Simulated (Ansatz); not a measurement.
**CH7BGeSe: one species, many methods**

The task here is to estimate one member of a computed series from the others.

Program: Ansatz 0.2.0, Gaussian basis. Level of theory: functionals in def2-TZVPP, the program's frozen cores in correlated methods. These are calculated values, not measurements.

Plan: PBE-D4, r2SCAN-D4, PBE0-D4, B3LYP-D4, ωB97X-V, ωB97M-V, B2PLYP; CCSD(T)/def2-TZVPP; MP2/def2-QZVPP; extrapolation to the limit.

## The geometry

An earlier PBE0-D4 in a triple-zeta def2 set relaxation fixed the geometry.

SMILES `C[B]([GeH3])[SeH]`, 11 atoms, charge 0, spin multiplicity 1.

Atoms are counted from 1 here; the program's logs count them from 0.

Bond lengths: C1–B2 1.560 Å, C1–H5 1.097 Å, C1–H6 1.097 Å, C1–H7 1.092 Å, B2–Ge3 2.070 Å, B2–Se4 1.912 Å, Ge3–H8 1.540 Å, Ge3–H9 1.542 Å, Ge3–H10 1.542 Å, Se4–H11 1.475 Å. Angles: B2–C1–H5 109.8°, B2–C1–H6 109.7°, B2–C1–H7 115.0°, H5–C1–H6 105.2°, H5–C1–H7 108.4°, H6–C1–H7 108.3°, C1–B2–Ge3 121.4°, C1–B2–Se4 123.8°, Ge3–B2–Se4 114.8°, B2–Ge3–H8 113.3°, B2–Ge3–H9 110.5°, B2–Ge3–H10 110.4°, H8–Ge3–H9 107.8°, H8–Ge3–H10 107.7°, H9–Ge3–H10 106.8°, B2–Se4–H11 98.2°.

Set-up of the first run:

in.yaml

```yaml
crystal:
  periodic: [false, false, false]
  atoms:
    - {symbol: C, position_ang: [-0.073201, 1.139237, -0.964401]}
    - {symbol: B, position_ang: [-0.233386, -0.242089, -0.257937]}
    - {symbol: Ge, position_ang: [0.639291, -0.620903, 1.580534]}
    - {symbol: Se, position_ang: [-1.228542, -1.701512, -0.990349]}
    - {symbol: H, position_ang: [0.990910, 1.363262, -1.105225]}
    - {symbol: H, position_ang: [-0.449739, 1.935223, -0.310826]}
    - {symbol: H, position_ang: [-0.573383, 1.223695, -1.931504]}
    - {symbol: H, position_ang: [0.366198, -2.042715, 2.103950]}
    - {symbol: H, position_ang: [0.123961, 0.376373, 2.637622]}
    - {symbol: H, position_ang: [2.167862, -0.435468, 1.499530]}
    - {symbol: H, position_ang: [-1.664572, -1.051903, -2.240794]}
basis:
  gaussian: {orbitals: def2-TZVPP}
hamiltonian: {xc: pbe, dispersion: d4}
output: {forces: true, orbitals: {seedname: orbitals}}
```

Run with:

```
> ansatz run in.yaml --threads 4 --pin off --events-out ev --progress --plain --max-ram 10444MiB
```

Among the steps run: PBE-D4 (GGA); r2SCAN-D4 (meta-GGA); PBE0-D4 (hybrid); B3LYP-D4 (hybrid); ωB97X-V (range-separated); ωB97M-V (range-separated); B2PLYP (double hybrid); CCSD(T) in def2-TZVPP; MP2 in def2-QZVPP.

One of the session's tables, all rows but one given; the rest of the session is left out.

It belongs to the step «Atomisation energies». 

| method | atomisation energy (eV) |
| --- | --- |
| PBE-D4 | 36.970 |
| r2SCAN-D4 | 36.913 |
| PBE0-D4 | 36.665 |
| B3LYP-D4 | 36.594 |
| ωB97X-V | 36.778 |
| ωB97M-V | 36.514 |
| B2PLYP | 36.178 |
| HF/def2-TZVPP | ? |
| MP2/def2-TZVPP | 36.025 |
| CCSD/def2-TZVPP | 35.514 |
| CCSD(T)/def2-TZVPP | 35.984 |
| MP2/CBS | 36.755 |
| CCSD(T)/CBS | 36.715 |

Q: Estimate the row for HF/def2-TZVPP from the others.

As computed: atomisation energy (eV): 27.397. In the column «atomisation energy (eV)» it is the lowest.
